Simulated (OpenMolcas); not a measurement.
# One shape, several levels: Si5H12 (SMILES [SiH3][Si]([SiH3])([SiH3])[SiH3])

Aim: a comparison of 6 runs (HF/3-21G, B2PLYP/6-31G*, BHLYP/6-31G*, BLYP/6-31G*, SVWN5/6-31G*, CCSD(T)/6-31G*) of Si5H12. 

Program for the calculation: OpenMolcas 26.06.

**1. The system as given**

The species is Si5H12 (17 atoms), meant as a singlet with charge 0. As SMILES, `[SiH3][Si]([SiH3])([SiH3])[SiH3]`. Geometry: relaxed at PBE0-D4/def2-TZVP.

Bond lengths: Si1–Si2 2.336 Å, Si2–Si3 2.336 Å, Si2–Si4 2.336 Å, Si2–Si5 2.336 Å, Si1–H6 1.488 Å, Si1–H7 1.488 Å, Si1–H8 1.488 Å, Si3–H9 1.488 Å, Si3–H10 1.488 Å, Si3–H11 1.488 Å, Si4–H12 1.488 Å, Si4–H13 1.488 Å, Si4–H14 1.488 Å, Si5–H15 1.488 Å, Si5–H16 1.488 Å, Si5–H17 1.488 Å. Some angles: Si1–Si2–Si3 109.4°, Si1–Si2–Si4 109.5°, Si1–Si2–Si5 109.5°, Si3–Si2–Si4 109.5°, Si3–Si2–Si5 109.4°, Si4–Si2–Si5 109.6°, Si2–Si1–H6 110.2°, Si2–Si1–H7 110.2°, Si2–Si1–H8 110.3°, Si2–Si3–H9 110.2°.

**2. Energy and forces at HF/3-21G (run 1)**

File calc.inp:

```
&GATEWAY
 BasLib
 $CurrDir
 Coord
 17
 angstrom
 Si      -0.373100       1.166600      -1.986100
 Si      -0.001900      -0.001100       0.002500
 Si       2.215500       0.293800       0.674300
 Si      -0.416100      -2.274200      -0.339800
 Si      -1.431100       0.812800       1.661200
 H       -0.119200       2.618800      -1.784800
 H        0.535400       0.667300      -3.053500
 H       -1.780200       0.986300      -2.434900
 H        2.471100      -0.440400       1.942900
 H        2.498300       1.738000       0.893800
 H        3.142700      -0.220400      -0.369500
 H       -0.165900      -3.037900       0.912300
 H        0.474100      -2.804800      -1.407600
 H       -1.830700      -2.482700      -0.751100
 H       -2.850200       0.623200       1.256500
 H       -1.199600       0.090200       2.941100
 H       -1.188300       2.264000       1.882700
 Basis
 3-21G
 Group
 NoSym

&SEWARD

&SCF
 Thresholds
 1e-10 1e-07 1e-07 1e-05
 PrOrbitals
 1 1

&ALASKA
```

The basis set 3-21G is read from a file made from the Basis Set Exchange's data (not shown).

The run is started by

```sh
$ export MOLCAS_MEM=1860
$ pymolcas calc.inp > calc.log
```

Output:

```text
--- Start Module: gateway ---
[...]
--- Stop Module: gateway /rc=_RC_ALL_IS_WELL_ ---
[...]
      Basis functions           89
[...]
--- Start Module: scf ---
[...]
       Convergence after  10 Iterations
[...]
::    Total SCF energy                              -1443.9265015086
[...]
      Total spin, S                                     0.0000000000
[...]
      Total electronic charge=   82.000000
      Total            charge=   -0.000000
[...]
      Dipole Moment (debye):
      Origin of the operator (angstrom)=   -0.0013   -0.0004    0.0024
                   X= -1.4836E-03               Y= -3.3409E-03               Z=  8.3490E-04           Total=  3.7496E-03
      Quadrupole Moment (debye*angstrom):
[...]
--- Stop Module: scf /rc=_RC_ALL_IS_WELL_ ---
[...]
--- Start Module: alaska ---
[...]
 *              Molecular gradients               *
 **************************************************
  Irreducible representation: a
 ------------------------------------------------------------------------------------------
                              X                       Y                       Z
 ------------------------------------------------------------------------------------------
  SI1               1.54760296549128E-03   -4.88980872005129E-03    8.35433169117472E-03
  SI2               3.57391934071444E-06    1.31825218285721E-05   -1.31178950703416E-05
  SI3              -9.28990029365195E-03   -1.27885580865716E-03   -2.81839301496678E-03
  SI4               1.74637665129040E-03    9.49916585487642E-03    1.46993311685173E-03
  SI5               5.96591063475138E-03   -3.39397919392237E-03   -6.94635407447741E-03
  H6               -1.00070679446063E-04   -3.70121608772145E-04   -1.87565925272019E-04
  H7               -2.90129499227465E-04    2.30558275144732E-04    1.83159483060358E-04
  H8                4.15611909092561E-04    1.32067892582910E-04   -9.91172440123478E-07
[...]
--- Stop Module: alaska /rc=_RC_ALL_IS_WELL_ ---
[...]
```

It took 6.3 s on 1 thread of Intel Xeon 6975P-C (Granite Rapids), shared host; peak memory 0.49 GiB.

**3. The energy at B2PLYP/6-31G(d) (spherical functions) (run 2)**

File run.inp:

```
* H12Si5 Kohn-Sham DFT
>>> EXPORT MOLCAS_PRINT=2
&GATEWAY
BASLIB=$CurrDir
COORD
17
bohr
Si    -0.70505682     2.20455450    -3.75318506
Si    -0.00359048    -0.00207870     0.00472432
Si     4.18668823     0.55520154     1.27424233
Si    -0.78631504    -4.29761515    -0.64212894
Si    -2.70438706     1.53596939     3.13921304
H     -0.22525535     4.94881478    -3.37278319
H      1.01175937     1.26101424    -5.77027872
H     -3.36409045     1.86383688    -4.60129414
H      4.66970223    -0.83223539     3.67154889
H      4.72110278     3.28434400     1.68903721
H      5.93884229    -0.41649564    -0.69825380
H     -0.31350556    -5.74079899     1.72399714
H      0.89591916    -5.30030383    -2.65997849
H     -3.45952162    -4.69162305    -1.41937329
H     -5.38609740     1.17767732     2.37444088
H     -2.26691546     0.17045330     5.55787351
H     -2.24556155     4.27833995     3.55778737
BASIS=6-31Gs
GROUP=NoSym
&SEWARD
GRIDINPUT
Grid=UltraFine
End of Grid
&SCF
KSDFT=B2PLYP_SCF
THRESHOLDS=1e-10 1e-07 1e-07 1e-05
PRORBITALS=1
&MBPT2
FROZEN=25
```

The basis set 6-31G* is read from a file made from the Basis Set Exchange's data (not shown).

The run is started by

```sh
$ export MOLCAS_MEM=1860
$ pymolcas run.inp > run.log
```

Output:

```text
--- Start Module: gateway ---
[...]
--- Stop Module: gateway /rc=_RC_ALL_IS_WELL_ ---
[...]
      Basis functions          114
[...]
--- Start Module: scf ---
[...]
       Convergence after  11 Iterations
[...]
::    Total KS-DFT energy                           -1453.7296013448
[...]
      Total spin, S                                     0.0000000000
[...]
      Total electronic charge=   82.000000
      Total            charge=   -0.000000
[...]
      Dipole Moment (debye):
      Origin of the operator (angstrom)=   -0.0013   -0.0004    0.0024
                   X= -1.4084E-03               Y= -3.0883E-03               Z=  7.9333E-04           Total=  3.4858E-03
      Quadrupole Moment (debye*angstrom):
[...]
--- Stop Module: scf /rc=_RC_ALL_IS_WELL_ ---
[...]
--- Start Module: mbpt2 ---
[...]
 ###    WARNING: MP2 implementation intended for RHF references only         ###
 ###############################################################################
MBPT2 WARNING: Reference function according to RunFile:KS-DFT
I'll assume you know what you're doing and continue
WARNING!
Default frozen orbitals as non valence orbitals is overwritten by user input.
Default values:  10
[...]
       Reference weight ( Cref**2 )         =        0.74879
::    Total MBPT2 energy                            -1454.2433864982
[...]
      Total MBPT2 calculations                           0.54      0.63
--- Stop Module: mbpt2 /rc=_RC_ALL_IS_WELL_ ---
[...]
```

Run time: 37 s. Hardware: 1 thread of Intel Xeon 6975P-C (Granite Rapids), shared host; peak memory 0.69 GiB.

Runs 3 to 5 aren't shown in full; the table further down has their settings and results.

**4. A single-point energy at CCSD(T)/6-31G(d) (Cholesky decomposition, spherical functions) (run 6)**

File geom.xyz:

```xyz
17

Si    -0.373100     1.166600    -1.986100
Si    -0.001900    -0.001100     0.002500
Si     2.215500     0.293800     0.674300
Si    -0.416100    -2.274200    -0.339800
Si    -1.431100     0.812800     1.661200
H     -0.119200     2.618800    -1.784800
H      0.535400     0.667300    -3.053500
H     -1.780200     0.986300    -2.434900
H      2.471100    -0.440400     1.942900
H      2.498300     1.738000     0.893800
H      3.142700    -0.220400    -0.369500
H     -0.165900    -3.037900     0.912300
H      0.474100    -2.804800    -1.407600
H     -1.830700    -2.482700    -0.751100
H     -2.850200     0.623200     1.256500
H     -1.199600     0.090200     2.941100
H     -1.188300     2.264000     1.882700
```

File run.input:

```
&gateway
 baslib=$CurrDir
 coord=geom.xyz
 basis=6-31Gs
 group=NoSym

&seward
 high

&scf
 thresholds=1e-10 1e-07 1e-07 1e-05
 prorbitals=1 2

&chcc
 frozen=25
 threshold=1e-08
 maxiterations=80

&cht3
 frozen=25
```

The basis set 6-31G* is read from a file made from the Basis Set Exchange's data (not shown).

The run is started by

```sh
$ export MOLCAS_MEM=1860
$ pymolcas run.input > run.log
```

Output:

```text
--- Start Module: gateway ---
[...]
--- Stop Module: gateway /rc=_RC_ALL_IS_WELL_ ---
[...]
      Basis functions          114
[...]
       Convergence after  11 Iterations
[...]
::    Total SCF energy                              -1451.5461209893
[...]
      Total spin, S                                     0.0000000000
[...]
      Total electronic charge=   82.000000
      Total            charge=   -0.000000
[...]
      Dipole Moment (debye):
      Origin of the operator (angstrom)=   -0.0013   -0.0004    0.0024
                   X= -1.5596E-03               Y= -3.5691E-03               Z=  9.0274E-04           Total=  3.9982E-03
      Quadrupole Moment (debye*angstrom):
[...]
--- Start Module: chcc ---
[...]
--- Stop Module: chcc /rc=_RC_ALL_IS_WELL_ ---
[...]
--- Start Module: cht3 ---
[...]
--- Stop Module: cht3 /rc=_RC_ALL_IS_WELL_ ---
[...]
```

Wall time 4.7 min (1 thread of Intel Xeon 6975P-C (Granite Rapids), shared host); peak memory 0.18 GiB.

**5. Overview of the runs**

```tsv
run	level	task	frozen core orbitals	energy (Eh)	dipole moment (D) of the reference	HOMO energy (eV)	LUMO energy (eV)	wall time
1	HF/3-21G	gradient	–	-1443.926502	0.00	-10.47	3.21	6.3 s
2	B2PLYP/6-31G* (spherical functions)	energy	25	-1453.868323	0.00	-8.84	1.23	37 s
3	BHLYP/6-31G* (spherical functions)	gradient	–	-1454.562657	0.00	-8.91	0.95	86 s
4	BLYP/6-31G* (spherical functions)	gradient	–	-1454.501110	0.00	-6.69	-0.51	86 s
5	SVWN5/6-31G* (spherical functions)	gradient	–	-1448.660384	0.00	-6.90	-0.88	71 s
6	CCSD(T)/6-31G* (Cholesky decomposition, spherical functions)	energy	25	-1452.057314	0.00	-10.45	3.03	4.7 min
```

**6. Outcome**

| quantity | value |
| --- | --- |
| run 6: total energy | -1452.05731 Eh |
| run 6: dipole moment (mean-field density) | 0.00 D |
| run 6: HOMO energy (Hartree–Fock orbitals) | -10.45 eV |
| run 6: LUMO energy (Hartree–Fock orbitals) | 3.03 eV |
| run 6: HOMO–LUMO gap (Hartree–Fock orbitals) | 13.47 eV |
| run 6: correlation energy (25 core orbitals frozen) | -511.2 mEh |
| run 6: (T) correction | -15.50 mEh |

**Reading.** Over runs 1, 2, 3, 4, 5 the HOMO–LUMO gap runs from 6.02 eV (SVWN5/6-31G*) to 13.68 eV (HF/3-21G). The two ends differ in method and basis. For B2PLYP the log adds the whole second-order term; the table takes 0.27 of it, as the functional is defined. Totals of different functionals can't be ranked against each other. All runs together took 9.5 min, the longest 4.7 min.
